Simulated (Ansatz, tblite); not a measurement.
**GeEt2(OAc)2 (C₈H₁₆GeO₄): spin states and exact exchange**

Aim: set other spin states of GeEt2(OAc)2 (C₈H₁₆GeO₄) against its singlet, on many levels of theory.

Method: level and basis change from run to run; program: Ansatz 0.2.0, Gaussian basis.

Plan: triplet, at the geometry of the singlet (GFN1-xTB, GFN2-xTB, PBE0-D4/def2-TZVP, PBE-D4/def2-TZVP, r2SCAN-D4/def2-TZVP); the singlet's energies come from earlier runs.

## 1. The geometry

The singlet was relaxed beforehand with PBE-D4/def2-SVP.

29 atoms, charge 0, spin multiplicity 1.

Bond lengths: Ge1–C2 1.960 Å, Ge1–C9 1.956 Å, Ge1–O16 1.863 Å, Ge1–O23 1.858 Å, C2–C3 1.532 Å, C2–H4 1.111 Å, C2–H5 1.112 Å, C3–H6 1.109 Å, C3–H7 1.107 Å, C3–H8 1.108 Å, C9–C10 1.533 Å, C9–H11 1.108 Å, C9–H12 1.110 Å, C10–H13 1.110 Å, C10–H14 1.108 Å, C10–H15 1.110 Å, O16–C17 1.343 Å, C17–C18 1.510 Å and more. Angles: C2–Ge1–C9 118.7°, C2–Ge1–O16 110.6°, C2–Ge1–O23 103.5°, C9–Ge1–O16 101.4°, C9–Ge1–O23 110.2°, O16–Ge1–O23 112.8°, Ge1–C2–C3 114.9°, Ge1–C2–H4 105.9°, Ge1–C2–H5 106.0°, C3–C2–H4 111.7°, C3–C2–H5 111.6°, H4–C2–H5 106.2°, C2–C3–H6 110.9°, C2–C3–H7 111.0°, C2–C3–H8 111.1°, H6–C3–H7 108.7°, H6–C3–H8 108.0°, H7–C3–H8 106.9° and more.

## 2. Triplet at the fixed geometry, GFN1-xTB

Tight binding, by tblite at 300 K electronic temperature and without a spin-polarisation term:

```python
tblite.interface.Calculator('GFN1-xTB', numbers, positions, charge=0, uhf=2).singlepoint()
```

Energy -1248.4830 eV; 0.069 s.

## 3. Triplet at the fixed geometry, GFN2-xTB

Tight binding, by tblite at 300 K electronic temperature and without a spin-polarisation term:

```python
tblite.interface.Calculator('GFN2-xTB', numbers, positions, charge=0, uhf=2).singlepoint()
```

Energy -1180.1697 eV; 0.036 s.

## 4. Triplet at the fixed geometry, PBE0-D4/def2-TZVP

The input, in.yaml:

```yaml
crystal:
  periodic: [false, false, false]
  atoms:
    - {symbol: Ge, position_ang: [0.680926, -0.067840, 0.240337]}
    - {symbol: C, position_ang: [0.756471, -0.332045, 2.181182]}
    - {symbol: C, position_ang: [-0.400449, -1.146885, 2.767151]}
    - {symbol: H, position_ang: [0.807327, 0.685320, 2.624153]}
    - {symbol: H, position_ang: [1.739140, -0.809570, 2.387300]}
    - {symbol: H, position_ang: [-0.300347, -1.241369, 3.868061]}
    - {symbol: H, position_ang: [-1.374892, -0.674930, 2.537886]}
    - {symbol: H, position_ang: [-0.428588, -2.167045, 2.336724]}
    - {symbol: C, position_ang: [2.346940, 0.261582, -0.729151]}
    - {symbol: C, position_ang: [3.042684, 1.554662, -0.290208]}
    - {symbol: H, position_ang: [2.062428, 0.289384, -1.800108]}
    - {symbol: H, position_ang: [2.996736, -0.627072, -0.583630]}
    - {symbol: H, position_ang: [3.970764, 1.729082, -0.872872]}
    - {symbol: H, position_ang: [2.385067, 2.434353, -0.439909]}
    - {symbol: H, position_ang: [3.330692, 1.532381, 0.781663]}
    - {symbol: O, position_ang: [-0.295291, 1.463914, -0.173755]}
    - {symbol: C, position_ang: [-1.628928, 1.395496, -0.031843]}
    - {symbol: C, position_ang: [-2.330373, 2.601519, -0.610357]}
    - {symbol: O, position_ang: [-2.198529, 0.440925, 0.480828]}
    - {symbol: H, position_ang: [-3.386602, 2.617204, -0.290123]}
    - {symbol: H, position_ang: [-2.282391, 2.532542, -1.716507]}
    - {symbol: H, position_ang: [-1.815005, 3.536442, -0.318478]}
    - {symbol: O, position_ang: [-0.125505, -1.622967, -0.378191]}
    - {symbol: C, position_ang: [-0.645038, -1.579037, -1.619471]}
    - {symbol: C, position_ang: [-1.442003, -2.818874, -1.948574]}
    - {symbol: O, position_ang: [-0.504679, -0.621421, -2.367006]}
    - {symbol: H, position_ang: [-1.673264, -2.846591, -3.027550]}
    - {symbol: H, position_ang: [-2.388185, -2.787487, -1.370390]}
    - {symbol: H, position_ang: [-0.899099, -3.731653, -1.637162]}
basis:
  gaussian: {orbitals: def2-TZVP, fitting: {mean_field: def2-universal-jkfit}}
magnetization: {spin_polarized: true, initial_magnetization: 2}
hamiltonian: {xc: pbe0, dispersion: d4}
scf: {omitted_lower_state_checks: [starts]}
output: {orbitals: {seedname: orbitals}}
```

Started as:

```
$ ansatz run in.yaml --threads 2 --pin off --events-out ev --progress --plain --max-ram 32768MiB --backend cuda --devices 0, --max-vram 18GiB
```

The program printed:

```text
Functional definition: PBE0
  name "PBE0"
  cite "Adamo & Barone, J. Chem. Phys. 110, 6158 (1999) doi:10.1063/1.478522"
  cite "Perdew, Burke & Ernzerhof, Phys. Rev. Lett. 77, 3865 (1996) doi:10.1103/PhysRevLett.77.3865"
  parent pbe
  parameter a = 0.25
  parameter kappa = 0.804
  parameter beta = 0.06672455060314922
  exchange = (1 - a)*pbe_x(kappa = kappa, mu = beta*pi^2/3) + a*exact_x
  correlation = pbe_c(beta = beta)
these checks for a lower state are left out or cut short: starts
1462 factors; integrals over basis functions are off by at most 8.7e-1 eV
mean field evaluation 1: about -73214.5693 eV, gradient 8.0e1 eV
mean field evaluation 2: about -73172.9905 eV, gradient 1.2e2 eV
mean field evaluation 4: about -73234.0880 eV, gradient 3.3e1 eV
mean field evaluation 8: about -73241.6559 eV, gradient 5.7e0 eV
mean field evaluation 16: about -73241.8697 eV, gradient 4.3e-2 eV
mean field evaluation 32: about -73241.8697 eV, gradient 3.9e-5 eV
mean field -73241.86973281 eV, -2691.5890675584 hartree, gradient 3.9e-5 eV, S^2 2.007301; 0 other end points of the search recorded, 0 dependent functions left out
reference -73241.86978554 eV, -2691.5890694963 hartree; 65, 63 occupied and 451, 453 virtual orbitals, 1462 factors
Total energy: -73242.57738943 eV, -2691.6150734595 hartree
Checks for a lower state left out: starts
```

Run time: 14 s. Hardware: 1 × H100 (card shared with other runs) with 2 threads of AMD EPYC 7R13, shared host; peak host memory 1.1 GiB.

Report: HOMO -2.60 eV, LUMO -4.90 eV (over both spins; with the spin held, an empty level of the minority spin lies below the top filled one); ⟨S²⟩ 2.007 (pure: 2.00).

## 5. Triplet at the fixed geometry, PBE-D4/def2-TZVP

start.molden holds the orbitals of an earlier run on this state, given as this run's starting guess.

Changes to in.yaml since step 4:

```diff
@@ -33,5 +33,5 @@
 basis:
-  gaussian: {orbitals: def2-TZVP, fitting: {mean_field: def2-universal-jkfit}}
+  gaussian: {orbitals: def2-TZVP, fitting: {mean_field: def2-universal-jkfit}, initial_orbitals: start.molden}
 magnetization: {spin_polarized: true, initial_magnetization: 2}
-hamiltonian: {xc: pbe0, dispersion: d4}
+hamiltonian: {xc: pbe, dispersion: d4}
 scf: {omitted_lower_state_checks: [starts]}
```

The command is unchanged.

The program printed:

```text
Functional definition: PBE
  name "PBE"
  cite "Perdew, Burke & Ernzerhof, Phys. Rev. Lett. 77, 3865 (1996) doi:10.1103/PhysRevLett.77.3865"
  parent pbe
  parameter kappa = 0.804
  parameter beta = 0.06672455060314922
  exchange = pbe_x(kappa = kappa, mu = beta*pi^2/3)
  correlation = pbe_c(beta = beta)
these checks for a lower state are left out or cut short: starts
1462 factors; integrals over basis functions are off by at most 8.7e-1 eV
mean field evaluation 1: about -73239.0648 eV, gradient 1.2e1 eV
mean field evaluation 2: about -73239.4565 eV, gradient 5.6e-1 eV
mean field evaluation 4: about -73239.4851 eV, gradient 1.2e0 eV
mean field evaluation 8: about -73239.4949 eV, gradient 5.5e-2 eV
mean field evaluation 16: about -73239.4983 eV, gradient 1.7e-2 eV
mean field -73239.49830132 eV, -2691.5019190587 hartree, gradient 2.3e-6 eV, S^2 2.004362; 0 other end points of the search recorded, 0 dependent functions left out
reference -73239.49837541 eV, -2691.5019217812 hartree; 65, 63 occupied and 451, 453 virtual orbitals, 1462 factors
Total energy: -73240.31340482 eV, -2691.5318735595 hartree
Checks for a lower state left out: starts
```

Run time: 15 s. Hardware: 1 × H100 (card shared with other runs) with 2 threads of AMD EPYC 7R13, shared host; peak host memory 1.1 GiB.

Report: HOMO -1.18 eV, LUMO -6.26 eV (over both spins; with the spin held, an empty level of the minority spin lies below the top filled one); ⟨S²⟩ 2.004 (pure: 2.00).

## 6. Triplet at the fixed geometry, r2SCAN-D4/def2-TZVP

Changes to in.yaml since step 5:

```diff
@@ -35,3 +35,3 @@
 magnetization: {spin_polarized: true, initial_magnetization: 2}
-hamiltonian: {xc: pbe, dispersion: d4}
+hamiltonian: {xc: r2scan, dispersion: d4}
 scf: {omitted_lower_state_checks: [starts]}
```

Same command.

The program printed, shortened:

```text
Functional definition: r2SCAN
  name "r2SCAN"
  cite "Furness, Kaplan, Ning, Perdew & Sun, J. Phys. Chem. Lett. 11, 8208 (2020) doi:10.1021/acs.jpclett.0c02405"
  cite "Furness, Kaplan, Ning, Perdew & Sun, J. Phys. Chem. Lett. 11, 9248 (2020) doi:10.1021/acs.jpclett.0c03077"
  parent r2scan
[...]
1462 factors; integrals over basis functions are off by at most 8.7e-1 eV
[...]
mean field -73259.01674090 eV, -2692.2192084831 hartree, gradient 2.3e-5 eV, S^2 2.009558; 0 other end points of the search recorded, 0 dependent functions left out
reference -73259.01676444 eV, -2692.2192093481 hartree; 65, 63 occupied and 451, 453 virtual orbitals, 1462 factors
Total energy: -73259.25816903 eV, -2692.2280808031 hartree
Checks for a lower state left out: starts
```

Wall time 13 s (1 × H100 (card shared with other runs) with 2 threads of AMD EPYC 7R13, shared host); peak host memory 1.2 GiB.

From the report: HOMO -1.58 eV, LUMO -5.87 eV (over both spins; with the spin held, an empty level of the minority spin lies below the top filled one); ⟨S²⟩ 2.010 (pure: 2.00).

## 7. Triplet less singlet, vertical

The singlet's energies are those of its earlier runs, whose logs aren't repeated here.

```csv
level,"triplet less singlet, vertical (kcal/mol)",time
GFN1-xTB,+128.0,0.11 s
GFN2-xTB,+115.1,0.058 s
PBE-D4/def2-TZVP,+117.9,22 s
r2SCAN-D4/def2-TZVP,+116.6,24 s
PBE0-D4/def2-TZVP,+118.4,20 s
```

Times add the two runs; a level without a time comes out of a correlated run. Tight binding without a spin term can't rank spin states.

## 8. Summary of results

| quantity | value |
| --- | --- |
| triplet less singlet, vertical, functionals in def2-TZVP | +116.6 (r2SCAN-D4) to +118.4 kcal/mol (PBE0-D4) |

All functionals put the triplet above the singlet, over a spread of 1.8 kcal/mol. The checks for a lower triplet were left out, so another state of that spin may lie lower. These are electronic energies, without zero-point motion, entropy or surroundings.
